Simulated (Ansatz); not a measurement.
# InNH2Cl (SMILES [NH2][In][Cl]): UCCSD/def2-SVP (core potential)

Aim: the electronic atomisation energy of InNH2Cl at UCCSD/def2-SVP (core potential), from 5 runs. 

The results are computed with Ansatz 0.2.0.

58 further runs of the same task are left out: 58 set aside as unsound or not needed.

### 1 Starting point

InNH2Cl: 5 atoms, total charge 0, spin state doublet. SMILES: `[NH2][In][Cl]`. Geometry: relaxed at PBE0-D4/def2-TZVP. This is one conformer, not always the lowest.

Bond lengths: N1–In2 2.072 Å, In2–Cl3 2.369 Å, N1–H4 1.015 Å, N1–H5 1.017 Å. Angles: N1–In2–Cl3 113.1°, In2–N1–H4 113.0°, In2–N1–H5 110.3°, H4–N1–H5 107.4°.

### 2 A single-point energy at UCCSD/def2-SVP (core potential)

Contents of run.yaml:

```yaml
crystal:
  periodic: [false, false, false]
  atoms:
    - {symbol: "N", position_ang: [-0.142600, 0.808600, -0.493900]}
    - {symbol: In, position_ang: [-0.411600, -1.217800, -0.153300]}
    - {symbol: Cl, position_ang: [1.391500, -2.211500, 1.018700]}
    - {symbol: H, position_ang: [-0.999700, 1.283800, -0.756700]}
    - {symbol: H, position_ang: [0.212300, 1.263200, 0.343800]}
basis:
  gaussian:
    orbitals: def2-SVP
magnetization:
  spin_polarized: true
  initial_magnetization: 1
correlation:
  method: ccsd
  frozen_orbitals: {Cl: 5, H: 0, In: 4, "N": 1}
accuracy: high
scf:
  omitted_lower_state_checks: [cluster_reference, increment]
```

Started as:

```bash
$ ansatz run run.yaml --threads 1 --pin off --max-ram 2610MiB --events-out events.jsonl --progress --plain --runs-dir runs
```

Log:

```text
Warning: RAYON_NUM_THREADS=1 ignored (pool sized by the plan → 1); use --threads N
Functional definition: HF
  name "HF"
  exchange = exact_x
  correlation = 0
these checks for a lower state are left out or cut short: cluster_reference, increment
1544 factors; integrals over basis functions are off by at most 3.3e-9 eV
mean field evaluation 1: about -19158.2658 eV, gradient 2.4e1 eV
mean field evaluation 2: about -19158.2829 eV, gradient 2.4e1 eV
mean field evaluation 4: about -19161.4637 eV, gradient 2.3e0 eV
mean field evaluation 8: about -19161.5653 eV, gradient 1.5e-1 eV
mean field evaluation 16: about -19160.6732 eV, gradient 6.2e0 eV
mean field -19161.56601920 eV, -704.1745630297 hartree, gradient 5.3e-8 eV, S^2 0.770449; 1 other end points of the search recorded, 0 dependent functions left out
10 core orbitals not correlated: weight in the atoms' cores, before any rotation towards them, 1.000 or more for the frozen orbitals, at most 0.000 for the correlated occupied ones
reference -19161.56601920 eV, -704.1745630297 hartree; 14, 13 occupied and 44, 45 virtual orbitals, 1544 factors
second order -10.15199859 eV of doubles, -0.00000000 eV of singles
cycle   1  -10.55557989 eV  change   -4.0e-1 eV  update   8.6e-2
cycle   2  -10.82644762 eV  change   -2.7e-1 eV  update   3.0e-2
cycle   3  -10.91647336 eV  change   -9.0e-2 eV  update   2.0e-2
cycle   4  -10.91717482 eV  change   -7.0e-4 eV  update   7.4e-3
cycle   5  -10.91409975 eV  change    3.1e-3 eV  update   4.0e-3
cycle   6  -10.91491977 eV  change   -8.2e-4 eV  update   1.8e-3
cycle   7  -10.91518016 eV  change   -2.6e-4 eV  update   9.0e-4
cycle   8  -10.91543440 eV  change   -2.5e-4 eV  update   4.3e-4
cycle   9  -10.91543844 eV  change   -4.0e-6 eV  update   2.2e-4
cycle  10  -10.91535474 eV  change    8.4e-5 eV  update   1.0e-4
cycle  11  -10.91540243 eV  change   -4.8e-5 eV  update   6.1e-5
cycle  12  -10.91539804 eV  change    4.4e-6 eV  update   2.6e-5
cycle  13  -10.91540939 eV  change   -1.1e-5 eV  update   1.2e-5
cycle  14  -10.91540813 eV  change    1.3e-6 eV  update   5.4e-6
cycle  15  -10.91540421 eV  change    3.9e-6 eV  update   2.2e-6
cycle  16  -10.91540436 eV  change   -1.5e-7 eV  update   9.7e-7
cycle  17  -10.91540474 eV  change   -3.8e-7 eV  update   4.4e-7
cycle  18  -10.91540480 eV  change   -6.4e-8 eV  update   2.1e-7
cycle  19  -10.91540488 eV  change   -7.5e-8 eV  update   1.0e-7
cycle  20  -10.91540489 eV  change   -1.8e-8 eV  update   5.0e-8
cycle  21  -10.91540489 eV  change    1.0e-9 eV  update   2.8e-8
cycle  22  -10.91540482 eV  change    7.1e-8 eV  update   7.9e-8
cycle  23  -10.91540483 eV  change   -4.1e-9 eV  update   2.1e-8
cycle  24  -10.91540482 eV  change    5.9e-9 eV  update   7.2e-9
cycle  25  -10.91540482 eV  change    1.0e-9 eV  update   3.9e-9
cycle  26  -10.91540482 eV  change   5.3e-10 eV  update   1.8e-9
Total energy: -19172.48142402 eV, -704.5756967580 hartree
Checks for a lower state left out: cluster_reference, increment
```

It took 30 s on 1 thread of Arm Neoverse V1, shared host; peak memory 0.46 GiB.

### 3 The Cl atom at the same level

Contents of in.yaml:

```yaml
crystal:
  periodic: [false, false, false]
  atoms:
    - {symbol: Cl, position_ang: [0.000000, 0.000000, 0.000000]}
basis:
  gaussian:
    orbitals: def2-SVP
magnetization:
  spin_polarized: true
  initial_magnetization: 1
correlation:
  method: ccsd
  frozen_orbitals: {Cl: 5}
accuracy: high
scf:
  omitted_lower_state_checks: [cluster_reference, increment]
```

Run the same way, it converges to -459.44497 Eh (log not shown).

### 4 The H atom: a single-point energy at UHF/def2-SVP

Contents of in.yaml:

```yaml
crystal:
  periodic: [false, false, false]
  atoms:
    - {symbol: H, position_ang: [0.000000, 0.000000, 0.000000]}
basis:
  gaussian:
    orbitals: def2-SVP
magnetization:
  spin_polarized: true
  initial_magnetization: 1
hamiltonian:
  xc: hf
accuracy: high
```

Run the same way, it converges to -0.49928 Eh (log not shown).

### 5 The In atom

Contents of molecule.yaml:

```yaml
crystal:
  periodic: [false, false, false]
  atoms:
    - {symbol: In, position_ang: [0.000000, 0.000000, 0.000000]}
basis:
  gaussian: {orbitals: def2-SVP}
magnetization: {spin_polarized: true, initial_magnetization: 1}
correlation: {method: ccsd, frozen_orbitals: {In: 4}}
accuracy: high
scf: {omitted_lower_state_checks: [cluster_reference, increment]}
```

Run the same way, it converges to -189.27064 Eh (log not shown).

### 6 The N atom

Contents of job.yaml:

```yaml
crystal:
  periodic: [false, false, false]
  atoms:
    - symbol: N
      position_ang: [0.000000, 0.000000, 0.000000]
basis:
  gaussian:
    orbitals: def2-SVP
correlation:
  method: ccsd
  frozen_orbitals: {"N": 1}
accuracy: high
magnetization:
  spin_polarized: true
  initial_magnetization: 3
scf:
  omitted_lower_state_checks: [cluster_reference, increment]
```

Run the same way, it converges to -54.42100 Eh (log not shown).

### 7 Results

Level: UCCSD/def2-SVP (core potential), 10 core orbitals frozen.

| quantity | value |
| --- | --- |
| molecule: total energy | -704.57570 Eh |
| molecule: correlation energy (10 core orbitals frozen) | -401.1 mEh |
| molecule: ⟨S²⟩ of the reference determinant | 0.770 |
| molecule: T1 diagnostic | 0.016 |
| Cl atom: total energy | -459.44497 Eh |
| Cl atom: correlation energy (5 core orbitals frozen) | -125.7 mEh |
| Cl atom: ⟨S²⟩ of the reference determinant | 0.755 |
| Cl atom: T1 diagnostic | 0.005 |
| H atom: total energy | -0.49928 Eh |
| H atom: ⟨S²⟩ | 0.750 |
| In atom: total energy | -189.27064 Eh |
| In atom: correlation energy (4 core orbitals frozen) | -64.3 mEh |
| In atom: ⟨S²⟩ of the reference determinant | 0.759 |
| In atom: T1 diagnostic | 0.007 |
| N atom: total energy | -54.42100 Eh |
| N atom: correlation energy (1 core orbital frozen) | -84.5 mEh |
| N atom: ⟨S²⟩ of the reference determinant | 3.757 |
| N atom: T1 diagnostic | 0.004 |
| electronic atomisation energy | 11.987 eV |

Taking the molecule apart into free atoms costs 11.99 eV (276 kcal/mol), before zero-point energy and without spin-orbit coupling.
